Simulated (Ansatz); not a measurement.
# GdRh: the cost of one run

Method: DFT LDA+U (U_eff = 4 eV on Gd 4f), scalar-relativistic, plane waves, PAW, in Ansatz 0.2.0.

## (1) The system as given

Symmetry: Pm-3m, No. 221, cubic system. The conventional cell has a = 3.435 Å, b = 3.435 Å, c = 3.435 Å, α = 90.00°, β = 90.00°, γ = 90.00°. Around Gd (site symmetry m-3m) lie 8 Rh at 2.97 Å. Rh (site symmetry m-3m) is surrounded by 8 Gd at 2.97 Å.

Coordinates:

```cif
data_structure
_symmetry_space_group_name_H-M 'Pm-3m'
_symmetry_Int_Tables_number 221
_cell_length_a 3.4350
_cell_length_b 3.4350
_cell_length_c 3.4350
_cell_angle_alpha 90.000
_cell_angle_beta 90.000
_cell_angle_gamma 90.000
_cell_volume 40.53
loop_
_atom_site_label
_atom_site_type_symbol
_atom_site_symmetry_multiplicity
_atom_site_Wyckoff_symbol
_atom_site_fract_x
_atom_site_fract_y
_atom_site_fract_z
_atom_site_occupancy
Gd1 Gd 1 a 0.00000 0.00000 0.00000 1
Rh1 Rh 1 b 0.50000 0.50000 0.50000 1
```

The cell is the measured one, not relaxed. At LDA+U (U_eff = 4 eV on Gd 4f), an earlier run found -5.73 GPa for this cell of 20.265 Å³/atom (8×8×8 mesh), no gap, moments in the atoms' spheres Gd 7.07 μB. The cell is stretched at this level.

## (2) Flat spin spiral, q = 0 Γ

File input.yaml:

```yaml
crystal:
  lattice:
    - [3.4350017551, 0.0, 0.0]
    - [0.0, 3.4350017551, 0.0]
    - [0.0, 0.0, 3.4350017551]
  atoms:
    - { symbol: Gd, position: [0.0, 0.0, 0.0], spin: 7.77, spin_axis: [1.0, 0.0, 0.0] }
    - { symbol: Rh, position: [0.5, 0.5, 0.5] }
basis:
  ecutwfc: 420
  ecutrho_ratio: 4
kpoints:
  mp_grid: { grid: [8, 8, 8] }
hamiltonian:
  xc: lda
  hubbard: { sites: [{ species: Gd, l: f, u_eff: 4.0 }] }
scf:
  occupations: { method: gaussian, width: 0.05 }
  lower_state_search: "off"
output:
  forces: true
  stress: false
  eigenvalues: true
  populations: true
  hubbard: { sites: [{ species: Gd, l: f }] }
magnetization:
  noncollinear: true
  spin_orbit: false
  spin_spiral: { q: [0, 0, 0] }
```

Launch:

```bash
$ ansatz run input.yaml --threads 4 --pin off --max-ram 9216MiB --backend cpu --events-out ev --progress --plain --runs-dir out
```

**Question.** How long does this run take on 4 threads of Intel Xeon 6975P-C (Granite Rapids), shared host, and how much memory does it need?

About 82 s, with a peak of 2.8 GiB.
